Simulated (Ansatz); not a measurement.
# C₂H₆ClFSi: up Jacob's ladder to CCSD(T)

How much do the methods differ for C₂H₆ClFSi? The plan is to run it at one geometry with functionals of several rungs and with coupled cluster, and see how far each lands from CCSD(T) at the basis-set limit for the atomisation energy.

Program: Ansatz 0.2.0, Gaussian basis. Level of theory: functionals in def2-TZVPP, the program's frozen cores in correlated methods. These are calculated values, not measurements.

The runs, in order: PBE-D4, r2SCAN-D4, PBE0-D4, B3LYP-D4, ωB97X-V, ωB97M-V, B2PLYP; CCSD(T)/def2-TZVPP; MP2/def2-QZVPP; extrapolation to the limit.

### 1 The geometry

An earlier PBE0-D4 in a triple-zeta def2 set relaxation fixed the geometry.

SMILES `C[SiH](F)CCl`, 11 atoms, charge 0, spin multiplicity 1.

Atoms are counted from 1 here; the program's logs count them from 0.

Bond lengths: C1–Si2 1.850 Å, C1–H6 1.092 Å, C1–H7 1.093 Å, C1–H8 1.092 Å, Si2–F3 1.607 Å, Si2–C4 1.877 Å, Si2–H9 1.482 Å, C4–Cl5 1.789 Å, C4–H10 1.091 Å, C4–H11 1.090 Å. Angles: Si2–C1–H6 110.7°, Si2–C1–H7 111.0°, Si2–C1–H8 110.2°, H6–C1–H7 108.3°, H6–C1–H8 108.2°, H7–C1–H8 108.3°, C1–Si2–F3 109.2°, C1–Si2–C4 111.8°, C1–Si2–H9 112.5°, F3–Si2–C4 106.7°, F3–Si2–H9 107.5°, C4–Si2–H9 108.8°, Si2–C4–Cl5 107.2°, Si2–C4–H10 112.9°, Si2–C4–H11 112.6°, Cl5–C4–H10 107.7°, Cl5–C4–H11 107.6°, H10–C4–H11 108.6°.

### 2 PBE-D4 (GGA)

in.yaml reads:

```yaml
crystal:
  periodic: [false, false, false]
  atoms:
    - {symbol: C, position_ang: [-1.368562, 0.388675, 0.665171]}
    - {symbol: Si, position_ang: [0.428942, 0.556316, 0.260953]}
    - {symbol: F, position_ang: [1.278344, 0.570225, 1.624666]}
    - {symbol: C, position_ang: [1.055910, -0.895877, -0.749135]}
    - {symbol: Cl, position_ang: [0.191353, -0.863788, -2.315196]}
    - {symbol: H, position_ang: [-1.713366, 1.242228, 1.252993]}
    - {symbol: H, position_ang: [-1.557017, -0.521476, 1.239920]}
    - {symbol: H, position_ang: [-1.959571, 0.344120, -0.252419]}
    - {symbol: H, position_ang: [0.732349, 1.811188, -0.467252]}
    - {symbol: H, position_ang: [0.853600, -1.858864, -0.278987]}
    - {symbol: H, position_ang: [2.123317, -0.829849, -0.960115]}
basis:
  gaussian: {orbitals: def2-TZVPP}
hamiltonian: {xc: pbe, dispersion: d4}
output: {forces: true, orbitals: {seedname: orbitals}}
```

Command:

```sh
> ansatz run in.yaml --threads 4 --pin off --events-out ev --progress --plain --max-ram 10444MiB
```

The runs that follow: r2SCAN-D4 (meta-GGA); PBE0-D4 (hybrid); B3LYP-D4 (hybrid); ωB97X-V (range-separated); ωB97M-V (range-separated); B2PLYP (double hybrid); CCSD(T) in def2-TZVPP; MP2 in def2-QZVPP.

**Question.** What will the summary of the whole plan be? Wanted: atomisation energy, CCSD(T)/CBS; farthest; mean size of error, hybrid; mean size of error, range-separated; gap, smallest and largest; T1 diagnostic; triples share of the correlation energy.

As calculated:

| quantity | value |
| --- | --- |
| atomisation energy, CCSD(T)/CBS | 971.0 kcal/mol |
| functionals within 4.9 kcal/mol (0.5 %) | r2SCAN-D4, PBE0-D4, ωB97X-V, ωB97M-V |
| farthest | B2PLYP (-13.4 kcal/mol) |
| mean size of error, hybrid | 3.9 kcal/mol |
| mean size of error, range-separated | 1.3 kcal/mol |
| gap, smallest and largest | 5.94 eV (PBE-D4), 12.95 eV (ωB97X-V) |
| T1 diagnostic | 0.0101 |
| triples share of the correlation energy | 3.5 % |

**Reading.** PBE-D4 misses by +9.3 kcal/mol. Double hybrids carry the basis error of their MP2 part in triple zeta, and no dispersion term here, so their miss is partly the set-up's. The reference freezes the cores and leaves out relativity and excitations past (T), so misses under about 4.9 kcal/mol can't be ranked. Hartree-Fock recovers 75 % of the binding; the rest is correlation. The gap grows from 5.9 to 12.9 eV across the functionals, mostly with the share of exact exchange.
